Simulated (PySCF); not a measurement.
# The bond of CaTl+, level by level

One table from this session's results is given with a row withheld; the runs are named, their logs left out.

Program: PySCF 2.14.0. Level of theory: Ca def2-SVP, Tl def2-SVP with ECP60, scalar-relativistic core potentials. These are calculated values, not measurements.

Set-up of the first run:

Settings of the job:

```json
{
  "atoms": "Ca, Tl",
  "charge": "1",
  "basis": "Ca def2-SVP, Tl def2-SVP with ECP60",
  "Hamiltonian": "scalar-relativistic core potentials",
  "basis functions": "50",
  "electrons treated": "40",
  "masses in u": "39.9626, 204.9744",
  "levels": "PBE0, PBE, r²SCAN, LDA, TPSS, BHandHLYP, LC-ωPBE, HF, MP2, SCS-MP2, CCSD, CCSD(T)",
  "grid": "80 radial by 434 angular points",
  "occupations": "held fixed by the projection of orbital angular momentum",
  "dissociation limit": "Ca + Tl+, each in its ground configuration",
  "starting distance in angstrom": "3.120",
  "values of 2S to try": "0, 2"
}
```

Started as:

```sh
$ OMP_NUM_THREADS=1 python dia.py task.json out
```

Among the steps run: The job; First curve: PBE0; Other states along the same grid; PBE (GGA); r²SCAN (meta-GGA); LDA (local density); TPSS; BHandHLYP; LC-ωPBE (range-separated hybrid); RHF (mean field); Adding correlation.

One of the session's tables, all rows but one given; the rest of the session is left out.

It belongs to the step «Constants by level of theory». 

| level | Re (Å) | ωe (cm⁻¹) | De (eV) |
| --- | --- | --- | --- |
| RHF | ? | ? | ? |
| RHF-MP2 | 3.727 | 97.9 | 0.99 |
| RHF-SCS-MP2 | 3.771 | 94.0 | 0.92 |
| RHF-CCSD | 3.745 | 96.9 | 0.97 |
| RHF-CCSD(T) | 3.733 | 98.0 | 1.02 |
| LDA | 3.558 | 106.2 | 1.46 |
| PBE | 3.689 | 95.7 | 1.26 |
| TPSS | 3.697 | 95.5 | 1.24 |
| r²SCAN | 3.661 | 100.9 | 1.28 |
| PBE0 | 3.681 | 98.6 | 1.19 |
| BHandHLYP | 3.706 | 96.2 | 1.06 |
| LC-ωPBE | 3.626 | 107.3 | 1.09 |

Estimate the missing values for RHF.

As computed: Re (Å): 3.876; ωe (cm⁻¹): 86.1; De (eV): 0.77. In the column «Re (Å)» it is the highest.
